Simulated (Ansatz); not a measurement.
# C₂H₃BrO: a ladder of functionals and wavefunction methods

One table from this session's results is given with a row withheld; the runs are named, their logs left out.

Method: functionals in def2-TZVPP, the program's frozen cores in correlated methods; program: Ansatz 0.2.0, Gaussian basis.

Levels to be run: LDA (SPW92), PBE-D4, revPBE-D4, BLYP-D4, r2SCAN-D4, B97M-V, PBE0-D4, B3LYP-D4, r2SCANh-D4, r2SCAN0-D4, HSE06-D4, BHLYP-D4, CAM-B3LYP-D4, LC-ωPBE, ωB97X-V, ωB97M-V, B2PLYP, PBE-QIDH; CCSD(T)/def2-SVP; CCSD(T)/def2-TZVPP; MP2/def2-QZVPP; extrapolation to the limit; RPA on PBE.

## The relaxed structure

The geometry comes from an earlier relaxation with PBE0-D4 in a triple-zeta def2 set; it is a stationary point, not always the lowest conformer.

SMILES `C=C(O)Br`, 7 atoms, charge 0, spin multiplicity 1.

Atoms are counted from 1 here; the program's logs count them from 0.

Bond lengths: C1–C2 1.326 Å, C1–H5 1.078 Å, C1–H6 1.085 Å, C2–O3 1.342 Å, C2–Br4 1.881 Å, O3–H7 0.965 Å. Angles: C2–C1–H5 121.1°, C2–C1–H6 120.3°, H5–C1–H6 118.6°, C1–C2–O3 127.6°, C1–C2–Br4 122.1°, O3–C2–Br4 110.3°, C2–O3–H7 108.5°.

Set-up of the first run:

File in.yaml:

```yaml
crystal:
  periodic: [false, false, false]
  atoms:
    - {symbol: C, position_ang: [-0.124753, 0.542980, 0.717054]}
    - {symbol: C, position_ang: [-0.203971, -0.208027, -0.372477]}
    - {symbol: O, position_ang: [0.780318, -0.908876, -0.957001]}
    - {symbol: Br, position_ang: [-1.810789, -0.419619, -1.326836]}
    - {symbol: H, position_ang: [-0.987980, 1.064291, 1.098419]}
    - {symbol: H, position_ang: [0.817948, 0.643877, 1.243957]}
    - {symbol: H, position_ang: [1.590426, -0.782725, -0.448716]}
basis:
  gaussian: {orbitals: def2-TZVPP}
hamiltonian: {xc: lda}
output: {orbitals: {seedname: orbitals}}
```

Started as:

```console
> ansatz run in.yaml --threads 2 --pin off --events-out ev --progress --plain --max-ram 4352MiB
```

Steps of the session up to this table: LDA; PBE-D4 (GGA); revPBE-D4 (GGA); BLYP-D4 (GGA); r2SCAN-D4 (meta-GGA); B97M-V (meta-GGA); B3LYP-D4 (hybrid); r2SCANh-D4 (hybrid); r2SCAN0-D4 (hybrid); HSE06-D4 (hybrid); BHLYP-D4 (hybrid); CAM-B3LYP-D4 (range-separated); LC-ωPBE (range-separated); ωB97X-V (range-separated); ωB97M-V (range-separated); B2PLYP (double hybrid); PBE-QIDH (double hybrid).

One table of the session follows, with a row left open; its other results are not shown here.

It belongs to the step «Orbital energies across the functionals». 

| functional | HOMO (eV) | gap (eV) |
| --- | --- | --- |
| LDA (SPW92) | -5.99 | 4.86 |
| PBE-D4 | -5.80 | 4.86 |
| revPBE-D4 | -5.73 | 4.87 |
| BLYP-D4 | -5.65 | 4.76 |
| r2SCAN-D4 | ? | ? |
| B97M-V | -6.06 | 5.48 |
| PBE0-D4 | -7.00 | 7.09 |
| B3LYP-D4 | -6.78 | 6.55 |
| r2SCANh-D4 | -6.49 | 6.23 |
| r2SCAN0-D4 | -7.16 | 7.46 |
| HSE06-D4 | -6.60 | 6.31 |
| BHLYP-D4 | -8.05 | 9.09 |
| CAM-B3LYP-D4 | -8.33 | 9.44 |
| LC-ωPBE | -9.69 | 12.13 |
| ωB97X-V | -9.31 | 11.58 |
| ωB97M-V | -9.21 | 11.15 |

Estimate the missing values for r2SCAN-D4.

Worked estimate for «HOMO (eV)». Against the share of exact exchange, r2SCANh-D4 (0.1, -6.49), r2SCAN0-D4 (0.25, -7.16) give a slope of -4.47 per unit share; at 0 the line stands at -6.04.

The run gave: HOMO (eV): -6.04; gap (eV): 5.41. In «HOMO (eV)» the line misses by 0.00.
